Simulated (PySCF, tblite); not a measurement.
# C5H12Si: geometry, infrared bands and NMR shifts

What infrared bands and NMR shifts should C5H12Si (`CC(C)[C@H]1C[SiH2]1`) show?

The runs use tblite 0.8.0 and PySCF 2.14.0, with density-fitted response routines of our own; the level of theory stands in each step. All values are computed, except where a source is named. Atoms are numbered from 0 throughout.

## 1. Starting geometry

18 atoms, charge 0, multiplicity 1; geometry from: force field or distance geometry start.

Bonds of the start (Å): C0–C1 1.54, C1–C2 1.52, C1–C3 1.51, C3–C4 1.50, C4–Si5 1.88, Si5–C3 1.83, C0–H6 1.10, C0–H7 1.10, C0–H8 1.09, C1–H9 1.08, C2–H10 1.11, C2–H11 1.10, C2–H12 1.09, C3–H13 1.09, C4–H14 1.07, C4–H15 1.08, Si5–H16 1.48, Si5–H17 1.48.

## 2. Optimising the geometry with GFN2-xTB

Job settings and geometry (Å):

```
{"job": {"kind": "relax", "xc": "GFN2-xTB", "basis": "xTB"}, "charge": 0, "multiplicity": 1}
C     -1.356000    -1.359300     0.126400
C     -0.694200    -0.038000    -0.289000
C     -1.581700     1.131800     0.106500
C      0.662800     0.076000     0.371100
C      1.806700    -0.748900    -0.126700
Si     1.984300     1.102500    -0.377500
H     -2.344600    -1.452900    -0.353400
H     -1.498800    -1.407700     1.216800
H     -0.751900    -2.220400    -0.170800
H     -0.589300    -0.051400    -1.368300
H     -2.577200     1.041300    -0.371900
H     -1.742600     1.184500     1.189300
H     -1.160100     2.088700    -0.207100
H      0.581800     0.167000     1.454000
H      2.498200    -1.163700     0.580600
H      1.695200    -1.297800    -1.045600
H      1.949000     1.389500    -1.825400
H      3.109600     1.565000     0.472600
```

Command:

```console
$ OMP_NUM_THREADS=1 python probes_run.py task.json out
```

The driver reads the jobs from task.json and runs them one after another.

**Question.** This job is followed by: GFN2-xTB harmonic vibrations, gas phase; GIAO PBE0/pcSseg-1 NMR shielding, non-relativistic, gas phase. Predict these results of the whole session: strongest single infrared mode (GFN2-xTB); zero-point energy (GFN2-xTB); ¹³C shifts against TMS (PBE0/pcSseg-1); ¹H shifts against TMS (PBE0/pcSseg-1, means over atoms taken as alike); ²⁹Si shifts against TMS (PBE0/pcSseg-1).

**Answer**, as computed:

| quantity | value |
| --- | --- |
| strongest single infrared mode (GFN2-xTB) | 2362 cm⁻¹, 445 km/mol |
| zero-point energy (GFN2-xTB) | 95.8 kcal/mol |
| ¹³C shifts against TMS (PBE0/pcSseg-1) | 37.0, 28.1, 25.4, 21.8, 1.4 ppm |
| ¹H shifts against TMS (PBE0/pcSseg-1, means over atoms taken as alike) | 2.59, 2.33, 1.18, 1.17, 0.79, 0.68, 0.68, 0.26 ppm |
| ²⁹Si shifts against TMS (PBE0/pcSseg-1) | -147.7 ppm |

**Reading.** Over 54 steps the energy fell by 0.307 eV; of the close pairs, C3–Si5 changed most, 1.833 to 1.887 Å. No mode is imaginary among the 48: a minimum at this level. The strongest single mode, at 2362 cm⁻¹, moves mainly H17. GFN2-xTB is a fitted tight-binding method: band positions and strengths are rough. Its intensities can rank the bands wrongly. At PBE0/pcSseg-1: The widest tensor belongs to Si5: span 299 ppm, with a paramagnetic part of -385 ppm.
